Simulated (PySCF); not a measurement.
# C3H4F2O3: the cost of one run

Computed with PySCF 2.14.0 and routines of our own; the level stands in each step. Atoms count from 0.

### Step 1. The starting structure

12 atoms, charge 0, multiplicity 1; geometry from: GFN2-xTB.

### Step 2. Magnetic properties: GIAO PBE0/pcSseg-1

Job settings and geometry (Å):

```
{"job": {"kind": "mag", "xc": "PBE0", "basis": "pcSseg-1", "isotopologues": 2}, "charge": 0, "multiplicity": 1}
F     -0.611759     2.513089    -0.002730
C     -0.333281     1.233315     0.259897
O      0.985194     1.012032    -0.084973
C      1.294729    -0.349669     0.012566
O      0.425188    -1.127307    -0.781059
C     -0.880909    -0.867681    -0.493391
F     -1.171507    -1.375906     0.763370
O     -1.215777     0.461234    -0.505074
H     -0.508534     1.059986     1.343059
H      2.298673    -0.482749    -0.390712
H      1.239940    -0.683693     1.063770
H     -1.520759    -1.393337    -1.210751
```

With the program's defaults for keys left out, this is: GIAO PBE0/pcSseg-1 magnetisability, rotational g tensor and spin-rotation constants, non-relativistic, gas phase.

Launch:

```sh
> OMP_NUM_THREADS=1 python excited_run.py task.json out
```

This one command runs all jobs of the session in turn.

Q: Estimate the wall time and peak memory of this first job on 1 thread of Arm Neoverse V1, shared host.

About 19 s, with a peak of 0.76 GiB.
